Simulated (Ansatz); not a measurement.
Working through a geometry optimisation of C3H8FNSi, SMILES F[SiH]1CCCN1

With Ansatz's Python interface.

Typed at the interpreter:
```pycon
>>> import ansatz as az
>>> from ase import Atoms
>>> import numpy as np
>>> config = {
...     'basis_set': 'def2-SVP',
...     'functional': 'r2scan',
...     'vdw': 'd3bj',
... }
>>> atoms = Atoms(['F', 'Si', 'C', 'C', 'C', 'N', 'H', 'H', 'H', 'H', 'H', 'H', 'H', 'H'], positions=[
...     [2.5002, -0.9135, -0.7288],
...     [1.2893, -0.6391, 0.4127],
...     [0.6382, 1.0731, 0.2764],
...     [-0.7064, 0.8572, -0.4022],
...     [-1.2534, -0.5238, 0.0045],
...     [-0.1894, -1.5332, -0.0241],
...     [1.7266, -0.9555, 1.7802],
...     [0.4979, 1.4973, 1.2932],
...     [1.3056, 1.7197, -0.3314],
...     [-1.4207, 1.6591, -0.1167],
...     [-0.5715, 0.8826, -1.5064],
...     [-1.668, -0.4661, 1.0352],
...     [-2.0822, -0.8192, -0.6757],
...     [-0.0663, -1.8387, -1.0169],
... ])
>>> system = az.Crystal.molecule_from_ase(atoms)
>>> job = (
...     system.calculation()
...     .basis(gaussian=config['basis_set'])
...     .functional(config['functional'], dispersion=config['vdw'])
...     .accuracy('medium')
... )
>>> symbols = [site.symbol for site in system.cartesian_sites]
>>> start = np.array([site.position_ang for site in system.cartesian_sites], dtype=float)
>>> def progress(event):
...     if event['event'] == 'relax_step':
...         row = event['data']
...         print(f'step {row["step"]:3d}  E = {row["lagrangian_ev"]:.6f} eV  max force {row["allowed_force_max_ev_ang"]:.4f} eV/A')
...
>>> summary = job.relax(force_tolerance=0.02).session().plan().execute(on_event=progress).report
DeckWarning: the engine holds no damping parameters fitted to this dispersion correction and functional, so the run takes those fitted to r2scan beside the three-body term, which d3bj leaves out (hamiltonian.dispersion, under Limitations)
step   1  E = -15315.338595 eV  max force 1.2140 eV/A
step   2  E = -15315.509647 eV  max force 0.7830 eV/A
step   3  E = -15315.573765 eV  max force 0.2677 eV/A
step   4  E = -15315.617024 eV  max force 0.3183 eV/A
step   5  E = -15315.678032 eV  max force 0.2347 eV/A
step   6  E = -15315.708383 eV  max force 1.1407 eV/A
step   7  E = -15315.769550 eV  max force 0.4018 eV/A
step   8  E = -15315.808020 eV  max force 0.1812 eV/A
step   9  E = -15315.816921 eV  max force 0.0535 eV/A
step  10  E = -15315.818056 eV  max force 0.0792 eV/A
step  11  E = -15315.818600 eV  max force 0.0421 eV/A
step  12  E = -15315.818704 eV  max force 0.0232 eV/A
step  13  E = -15315.818736 eV  max force 0.0178 eV/A
>>> end = np.array(summary['positions_ang'])
>>> print(f'E = {summary["free_energy_ev"]:.6f} eV = {summary["free_energy_ev"] / 27.211386246:.7f} Ha')
E = -15315.818747 eV = -562.8459575 Ha
>>> print('converged:', summary['converged'], ' doubts:', summary['published_state_doubts'] or 'none')
converged: True  doubts: none
>>> print('bond        before    after (A)')
bond        before    after (A)
>>> for i, j in [(0, 1), (1, 2), (1, 5), (1, 6), (2, 3), (2, 7), (2, 8), (3, 4), (3, 9), (3, 10), (4, 5), (4, 11), (4, 12), (5, 13)]:
...     d0, d1 = (np.linalg.norm(xyz[i] - xyz[j]) for xyz in (start, end))
...     print(f'{symbols[i]}{i}-{symbols[j]}{j}'.ljust(10), f'{d0:8.4f} {d1:8.4f}')
...
F0-Si1       1.6866   1.6354
Si1-C2       1.8369   1.8731
Si1-N5       1.7823   1.7170
Si1-H6       1.4702   1.4871
C2-C3        1.5215   1.5438
C2-H7        1.1106   1.1060
C2-H8        1.1104   1.1008
C3-C4        1.5401   1.5361
C3-H9        1.1112   1.1027
C3-H10       1.1127   1.1043
C4-N5        1.4669   1.4621
C4-H11       1.1125   1.1109
C4-H12       1.1121   1.1052
N5-H13       1.0460   1.0134
>>> for i, j, k in [(0, 1, 2), (0, 1, 5), (0, 1, 6), (2, 1, 5), (2, 1, 6), (5, 1, 6), (1, 2, 3), (1, 2, 7)]:
...     u, v = end[i] - end[j], end[k] - end[j]
...     print(f'angle {symbols[i]}{i}-{symbols[j]}{j}-{symbols[k]}{k}: {np.degrees(np.arccos(np.clip(u @ v / np.linalg.norm(u) / np.linalg.norm(v), -1, 1))):.2f} deg')
...
angle F0-Si1-C2: 112.02 deg
angle F0-Si1-N5: 113.30 deg
angle F0-Si1-H6: 103.65 deg
angle C2-Si1-N5: 94.02 deg
angle C2-Si1-H6: 119.29 deg
angle N5-Si1-H6: 114.95 deg
angle Si1-C2-C3: 101.33 deg
angle Si1-C2-H7: 109.21 deg
>>> with open('c3h8fnsi_opt.xyz', 'w') as handle:
...     handle.write(f'{len(symbols)}\nrelaxed C3H8FNSi\n')
...     handle.writelines(f'{s:2s} {x:11.6f} {y:11.6f} {z:11.6f}\n' for s, (x, y, z) in zip(symbols, end))
...
20
```

It writes `c3h8fnsi_opt.xyz`:
```text
14
relaxed C3H8FNSi
F     2.410820   -0.733746   -0.985276
Si    1.363627   -0.612217    0.265047
C     0.607987    1.097568    0.384485
C    -0.679934    0.918712   -0.447644
C    -1.269744   -0.467839   -0.148955
N    -0.139527   -1.387763   -0.030169
H     2.131248   -1.150704    1.419320
H     0.364482    1.314777    1.441217
H     1.238859    1.921022    0.016002
H    -1.422080    1.710892   -0.253682
H    -0.423037    0.970267   -1.520440
H    -1.867018   -0.430599    0.786923
H    -1.959065   -0.774691   -0.956476
H    -0.356720   -2.375779    0.029647
```

Notes:
- The settings weren't tested for convergence.
- Warnings are shown shortened and without file and line.
- The end point is the stationary point reached from this start; no frequency run checks that it is a minimum, and the basis set is modest.
- A dispersion term here runs with damping parameters fitted for another variant or functional.
- Timing: 2.4 min on 1 thread of Arm Neoverse V1 (shared host), peak memory 0.26 GiB.

(Lines on the test bed's own set-up are left out of the output.)
